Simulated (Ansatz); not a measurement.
**BeRu3 under changes of volume**

One of the cells (12.891 Å³/atom); the others are scaled copies at fixed shape and fractional positions:

```
Ru Be
1.0
    -1.80576    1.80576    3.95339
     1.80576   -1.80576    3.95339
     1.80576    1.80576   -3.95339
Ru Be
3 1
Direct
  0.50000 0.50000 0.00000
  0.25000 0.75000 0.50000
  0.75000 0.25000 0.50000
  0.00000 0.00000 0.00000
```

The cell comes from a database or a generator and needn't be the stable form of this composition.

- Program: Ansatz 0.2.0
- Functional: PBE
- Potentials or basis: Ansatz PAW
- Cutoff: 420 eV (not typed: the program's choice for these potentials)
- k mesh: 10 × 10 × 10
- Occupations: fermi-dirac, width 0.05 eV
- Spin: no spin polarisation

| volume (Å³/atom) | energy over the lowest point (meV/atom) | pressure (GPa) |
| --- | --- | --- |
| 12.118 | 29.12 | 15.4 |
| 12.375 | 9.85 | 8.9 |
| 12.633 | ? | ? |
| 12.891 | 0.00 | -2.2 |
| 13.149 | 7.41 | -6.8 |
| 13.407 | 21.87 | -10.9 |
| 13.665 | 42.64 | -14.6 |

Question: What does the run at 12.633 Å³/atom give?

Answer: Energy over the lowest point 0.50 meV/atom; pressure 3.0 GPa.

Worked out: A Birch-Murnaghan fit of order 3 (a polynomial in V^(-2/3)) to the other rows has its minimum at 12.78 Å³/atom with B0 = V·E''(V) = 256 GPa and B' = 4.7 at fixed shape and positions, which overstates the stiffness. It gives 0.48 meV/atom at 12.633 Å³/atom, against the run's 0.50, and -dE/dV = 3.0 GPa, against 3.0.

Energies are extrapolated to zero smearing.
